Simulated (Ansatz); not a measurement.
ZnNi3N, space group Pm-3m, a Hubbard U by linear response

Computed with Ansatz's Python interface.

`znni3n.xyz`
```text
5
Lattice="3.72701343 0.0 0.0 0.0 3.72701343 0.0 0.0 0.0 3.72701343" Properties=species:S:1:pos:R:3:initial_magmoms:R:1 pbc="T T T"
Zn    0.00000000    0.00000000    0.00000000  0.00
Ni    0.00000000    1.86350671    1.86350671  1.50
Ni    1.86350671    1.86350671    0.00000000  1.50
Ni    1.86350671    0.00000000    1.86350671  1.50
N     1.86350671    1.86350671    1.86350671  0.00
```

Run as a notebook:

In [1]:
```python
from dataclasses import dataclass

import ansatz as az
```

In [2]:
```python
@dataclass
class RunConfig:
    functional: str = "PBEsol"
    k_density: float = 3.8
```

In [3]:
```python
settings = RunConfig()
```

In [4]:
```python
system = az.Crystal.from_extxyz("znni3n.xyz")

[site.symbol for site in system.resolved().sites]
```
Out [4]:
```text
['Zn', 'Ni', 'Ni', 'Ni', 'N']
```

In [5]:
```python
model = (
    system.calculation()
    .functional(settings.functional)
    .kpoints(density=settings.k_density)
    .occupations(az.OccupationsMethod.FERMI_DIRAC)
    .spin("collinear")
    .hubbard("Ni", "d", u_eff="linear-response")
    .band_table()
)
# within one cell the perturbed atoms see their images, so U is that of this cell
found = []


def keep(event):
    if event["event"] == "lr_u_result":
        found.append(event["data"])
```

In [6]:
```python
result = model.session().plan().execute(on_event=keep)
rep = result.report

[(site.symbol, site.position_frac.round(4).tolist()) for site in result.lattice.sites]
```
```text
DeckWarning: basis.ecutwfc = 420 eV, auto-derived from the records' recommended cutoffs: set by Zn (normal level)
RunWarning: the starting moments were not kept: the SCF closed with an absolute magnetisation of 2.5e-7 μB, where they sum to 4.5 μB in size (3 sites). That is at most 0.1 of that sum. Measured as dr2_m measures the in/out step, that magnetisation stands 2.9e-14 eV from none, at or under the dr2_threshold of 1.0e-11 eV: it is no larger than a step whose dr2_m would equal this threshold. The [...]
```
Out [6]:
```text
[(<Element.ZN: 'Zn'>, [0.0, 0.0, 0.0]), (<Element.NI: 'Ni'>, [0.0, 0.5, 0.5]),
 (<Element.NI: 'Ni'>, [0.5, 0.5, 0.0]), (<Element.NI: 'Ni'>, [0.5, 0.0, 0.5]),
 (<Element.N: 'N'>, [0.5, 0.5, 0.5])]
```

In [7]:
```python
for orbit in found[-1]["orbits"]:
    print(f"sites {orbit['sites']}: n0 = {orbit['n0']:.3f}, chi0 = {orbit['chi0_per_ev']:.4f}/eV, chi = {orbit['chi_per_ev']:.4f}/eV, U = {orbit['u_ev']:.2f} eV")
print("cycles:", found[-1]["n_cycles"], " band edges:", rep.get("band_edges_ev"))
print(f"net moment {rep['magnetization_mub']:.3f} muB, absolute {rep['absolute_magnetization_mub']:.3f} muB")
for index, (site, m) in enumerate(zip(result.lattice.sites, rep["site_moments_mub"])):
    print(f"  {index:2d} {site.symbol:2s} {m:7.3f}")
```
```text
sites [1, 2, 3]: n0 = 8.849, chi0 = -0.5208/eV, chi = -0.0898/eV, U = 9.12 eV
cycles: 1  band edges: None
net moment 1.301 muB, absolute 2.556 muB
   0 Zn  -0.090
   1 Ni   0.593
   2 Ni   0.593
   3 Ni   0.593
   4 N   -0.376
```

Caveats:
- The SCF didn't keep the moments it started from (some shrank, vanished or turned); what is printed is the state reached.
- The mesh is modest for a metal, so energies can be off by several to tens of meV an atom and pressures by half a GPa or more; differences at equal mesh fare better.
- The structure comes from a database of computed cells and needn't be a stable or known phase.
- Gaps and levels are Kohn-Sham values on a finite set of k-points.
- Warnings are shown shortened and without file and line.
- The computed U depends on the projectors, on the cell (the perturbed atoms see their images) and on the spin treatment typed in the script; a run with no .spin step is spin-unpolarised.
- Wall time of the script: 91 s on 1 thread of Arm Neoverse V2, with other jobs on the host, peak memory 0.98 GiB.
